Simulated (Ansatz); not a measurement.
# CoB2W2: properties at the relaxed cell

An exercise on one series of results from a longer session: the logs are not shown, and one member is left open.

Method: DFT PBEsol, scalar-relativistic, plane waves, PAW, in Ansatz 0.2.0.

2 further runs of the same task are left out: 2 set aside as unsound or not needed.

## The structure to begin with

The structure is orthorhombic, space group Immm (No. 71). The conventional cell has a = 3.162 Å, b = 4.526 Å, c = 7.047 Å, α = 90.00°, β = 90.00°, γ = 90.00°. Co (site symmetry mmm) is surrounded by 4 B at 2.06 Å. Around B (site symmetry m2m) lie 1 B at 1.88 Å and 2 Co at 2.06 Å and 6 W at 2.32 to 2.49 Å. Around W (site symmetry mm2) lie 6 B at 2.32 to 2.49 Å and 4 Co at 2.63 to 2.67 Å.

As a file:

```
CELL_PARAMETERS angstrom
-1.58095 2.26305 3.52348
1.58095 -2.26305 3.52348
1.58095 2.26305 -3.52348
ATOMIC_POSITIONS crystal
Co 0.00000 0.00000 0.00000
B 0.70716 0.50000 0.20716
B 0.29284 0.50000 0.79284
W 0.29884 0.79884 0.50000
W 0.70116 0.20116 0.50000
```

It is the result of an earlier relaxation at this level (volume 10.08 Å³/atom; gap on the mesh: none (metal)).

The first run:

input.yaml reads:

```yaml
crystal:
  lattice:
    - [-1.5809518543, 2.2630494677, 3.5234820146]
    - [1.5809518543, -2.2630494677, 3.5234820146]
    - [1.5809518543, 2.2630494677, -3.5234820146]
  atoms:
    - { symbol: Co, position: [0.0, 0.0, 0.0] }
    - { symbol: B, position: [0.7071552706, 0.5, 0.2071552706] }
    - { symbol: B, position: [0.2928447294, 0.5, 0.7928447294] }
    - { symbol: W, position: [0.2988421348, 0.7988421348, 0.5] }
    - { symbol: W, position: [0.7011578652, 0.2011578652, 0.5] }
basis:
  ecutwfc: 420
kpoints:
  mp_grid: { grid: [14, 14, 14] }
  band_path:
    path:
      - [[0.0, 0.0, 0.0], [0.5, 0.5, -0.5], [0.30033072, 0.69966928, -0.30033072]]
      - [[-0.30033072, 0.30033072, 0.30033072], [0.0, 0.0, 0.0], [0.35312975, -0.35312975, 0.35312975]]
      - [[0.64687025, 0.35312975, -0.35312975], [0.5, 0.5, -0.5]]
      - [[0.0, 0.0, 0.0], [0.0, 0.5, 0.0], [0.25, 0.25, 0.25], [0.5, 0.0, 0.0], [0.0, 0.0, 0.0], [0.0, 0.0, 0.5], [0.25, 0.25, 0.25]]
    npoints: 14
hamiltonian:
  xc: pbesol
scf:
  occupations: { method: gaussian, width: 0.1 }
  n_extra_bands: 12
output:
  forces: true
  stress: true
  eigenvalues: true
  populations: true
  dos: { projected: true, de: 0.02, nscf_kmesh: { grid: [21, 21, 21] } }
  bader: true
```

The run is started by

```bash
$ ansatz run input.yaml --threads 1 --pin off --max-ram 2560MiB --backend cpu --events-out ev --progress --plain --runs-dir out
```

Steps of the session up to this table: Bands, states and charges; Point at V/V0 = 0.97; The cell scaled to 1.03 of its volume; Point at V/V0 = 0.94; The cell scaled to 1.06 of its volume.

One table of the session follows, with a row left open; its other results are not shown here.

It belongs to the step «Energy against volume». 

| volume (Å³/atom) | energy above the lowest point (meV/atom) | pressure (GPa) |
| --- | --- | --- |
| 9.480 | 45.1 | 25.28 |
| 9.782 | ? | ? |
| 10.085 | 0.0 | -0.01 |
| 10.388 | 9.7 | -9.94 |
| 10.690 | 36.7 | -18.39 |

Q: Estimate the row for volume (Å³/atom) = 9.782 from the others.

Worked estimate for «energy above the lowest point (meV/atom)». A straight line through the neighbours (9.480, 45.1) and (10.085, 0.0) gives 45.1 + (0.0 − 45.1) × (9.782 − 9.480) / (10.085 − 9.480) = 22.6; a parabola fitted to 3 rows on both sides gives 11.8.

**Answer.** energy above the lowest point (meV/atom): 10.7; pressure (GPa): 11.63. In «energy above the lowest point (meV/atom)» the line misses by +11.9 and the parabola by +1.1.

Limits of these values: Spin polarisation is off in the runs that give these values; a magnetic solution could lie lower.
